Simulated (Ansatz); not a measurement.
# C4H8F2O: how energies converge with the basis set

Aim: see how fast density functionals converge with the basis set for C4H8F2O.

Method: one geometry, several basis sets; program: Ansatz 0.2.0, Gaussian basis.

Plan: PBE0-D4/def2-SVP; ωB97M-V/def2-SVP; PBE0-D4/def2-QZVPP; ωB97M-V/def2-QZVPP; the functionals' def2-TZVPP values are taken from earlier runs.

### 1 Structure used throughout

All runs share one geometry, relaxed beforehand with PBE0-D4 in a triple-zeta def2 set.

SMILES `CC(F)OCCF`, 15 atoms, charge 0, spin multiplicity 1.

Atoms are counted from 1 here; the program's logs count them from 0.

Bond lengths: C1–C2 1.499 Å, C1–H8 1.090 Å, C1–H9 1.091 Å, C1–H10 1.090 Å, C2–F3 1.393 Å, C2–O4 1.377 Å, C2–H11 1.096 Å, O4–C5 1.414 Å, C5–C6 1.502 Å, C5–H12 1.094 Å, C5–H13 1.095 Å, C6–F7 1.385 Å, C6–H14 1.095 Å, C6–H15 1.094 Å. Angles: C2–C1–H8 109.9°, C2–C1–H9 109.5°, C2–C1–H10 109.9°, H8–C1–H9 109.3°, H8–C1–H10 109.2°, H9–C1–H10 109.1°, C1–C2–F3 109.0°, C1–C2–O4 109.1°, C1–C2–H11 112.9°, F3–C2–O4 109.0°, F3–C2–H11 105.4°, O4–C2–H11 111.3°, C2–O4–C5 115.3°, O4–C5–C6 111.7°, O4–C5–H12 107.4°, O4–C5–H13 110.8°, C6–C5–H12 108.5°, C6–C5–H13 110.6° and more.

### 2 PBE0-D4 in def2-SVP

Input file in.yaml:

```yaml
crystal:
  periodic: [false, false, false]
  atoms:
    - {symbol: C, position_ang: [-1.270354, -0.814493, 1.744928]}
    - {symbol: C, position_ang: [-1.012971, -0.076675, 0.465699]}
    - {symbol: F, position_ang: [-2.171214, -0.092095, -0.308256]}
    - {symbol: O, position_ang: [-0.004224, -0.709288, -0.225367]}
    - {symbol: C, position_ang: [0.527847, 0.016978, -1.315657]}
    - {symbol: C, position_ang: [1.809654, 0.709811, -0.949312]}
    - {symbol: F, position_ang: [1.568142, 1.736903, -0.052217]}
    - {symbol: H, position_ang: [-2.121184, -0.372751, 2.263523]}
    - {symbol: H, position_ang: [-1.486292, -1.860691, 1.523744]}
    - {symbol: H, position_ang: [-0.391186, -0.759266, 2.387717]}
    - {symbol: H, position_ang: [-0.782868, 0.983162, 0.623098]}
    - {symbol: H, position_ang: [0.736440, -0.700389, -2.115107]}
    - {symbol: H, position_ang: [-0.202967, 0.736537, -1.697987]}
    - {symbol: H, position_ang: [2.275984, 1.140908, -1.841178]}
    - {symbol: H, position_ang: [2.503293, 0.010550, -0.474227]}
basis:
  gaussian: {orbitals: def2-SVP}
hamiltonian: {xc: pbe0, dispersion: d4}
output: {orbitals: {seedname: orbitals}}
```

On the command line:

```bash
> ansatz run in.yaml --threads 8 --pin off --events-out ev --progress --plain --max-ram 18278MiB
```

Further steps of the session: ωB97M-V in def2-SVP; PBE0-D4 in def2-QZVPP; ωB97M-V in def2-QZVPP.

**Question.** What will the summary of the whole plan be? Wanted: PBE0-D4: double and triple zeta above quadruple; ωB97M-V: double and triple zeta above quadruple.

**Answer**, as computed:

| quantity | value |
| --- | --- |
| PBE0-D4: double and triple zeta above quadruple | 14.41, 0.63 eV |
| ωB97M-V: double and triple zeta above quadruple | 14.84, 0.61 eV |

In words: PBE0-D4 gains 13.78 eV from double to triple zeta, then 0.63 eV more. These are total energies; as a rule much of such shifts cancels in differences, which this series doesn't test. The LUMO of ωB97M-V is positive and keeps falling with the basis (3.65 to 1.95 eV): an unbound level that the basis holds in place.
